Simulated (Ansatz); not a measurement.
**Yttrium, fcc under r²SCAN: ground state and equation of state**

Aim: take yttrium in the fcc structure, relax it, solve it on a dense k-mesh, switch on spin-orbit coupling, then scale the cell to 7 volumes from 88 to 112 % of the relaxed one and try a fit of the equation of state. The k-meshes are 11×11×11 for the relaxation; 17×17×17 for the dense run; 11×11×11 for spin-orbit coupling; 12×12×12 for the volumes.

This is Y in the fcc structure; at room conditions it is hcp.

Program: Ansatz 0.2.0. Level of theory: DFT r2SCAN, plane waves (500 eV) with PAW, scalar-relativistic; the PAW data stem from PBE, with regenerated cores. These are calculated values, not measurements.

## 1. The starting structure

Symmetry: Fm-3m, No. 225, cubic system. The conventional cell has a = 5.092 Å, b = 5.092 Å, c = 5.092 Å, α = 90.00°, β = 90.00°, γ = 90.00°. Y (site symmetry m-3m) is surrounded by 12 Y at 3.60 Å.

As a file:

```cif
data_structure
_symmetry_space_group_name_H-M 'P 1'
_symmetry_Int_Tables_number 1
_cell_length_a 3.6008
_cell_length_b 3.6008
_cell_length_c 3.6008
_cell_angle_alpha 60.000
_cell_angle_beta 60.000
_cell_angle_gamma 60.000
_cell_volume 33.01
loop_
_atom_site_label
_atom_site_type_symbol
_atom_site_fract_x
_atom_site_fract_y
_atom_site_fract_z
_atom_site_occupancy
Y1 Y 0.00000 0.00000 0.00000 1
```

## 2. Relaxation of the cell

File input.yaml:

```yaml
crystal:
  lattice:
    - [0.0, 2.5461215815, 2.5461215815]
    - [2.5461215815, 0.0, 2.5461215815]
    - [2.5461215815, 2.5461215815, 0.0]
  atoms:
    - { symbol: "Y", position: [0.0, 0.0, 0.0] }
hamiltonian:
  xc: r2scan
  pseudopotentials:
    kind: paw
    azcp:
      "Y": "pseudopotentials/Y.paw.azcp"
basis:
  ecutwfc: 500
  fft_grid_basis: typed
kpoints:
  mp_grid: { grid: [11, 11, 11], shift: [0, 0, 0] }
magnetization:
  spin_polarized: false
scf:
  occupations: { method: fermi_dirac, width: 0.1 }
relax:
  max_steps: 60
  f_tol: 0.01
  cell: {}
```

Run with:

```
> ansatz run input.yaml --threads 1 --pin off --max-ram 3584MiB --backend cpu --events-out ev --progress --plain --runs-dir out
```

Further steps of the session: Dense single point; Spin-orbit coupling switched on; At 88 % of the relaxed volume; At 92 % of the relaxed volume; At 96 % of the relaxed volume; At 100 % of the relaxed volume; At 104 % of the relaxed volume; At 108 % of the relaxed volume; At 112 % of the relaxed volume.

What does the calculation give? Wanted: space group; conventional cell; volume; shortest distance; gap on the mesh; V₀, B₀, B₀′.

As calculated:

| quantity | value |
| --- | --- |
| space group (spins left aside) | Fm-3m (No. 225) |
| conventional cell | a = 5.108 Å |
| volume | 33.314 Å³/atom |
| shortest distance | 3.612 Å |
| gap on the mesh | none (levels filled in part) |
| V₀, B₀, B₀′ | 33.192 Å³/atom, 37 GPa, 3.1 |

In words: From the guessed start the volume grew by 0.9 % in 3 steps. No gap shows: it is a metal or semimetal at this level. Totals with and without spin-orbit coupling (+4.7 eV/atom apart) can't be read as binding, since the two-component data shift the zero of energy. B₀ comes out at 37 GPa. The symmetry was held, so the structure may be unstable against distortions that break it.
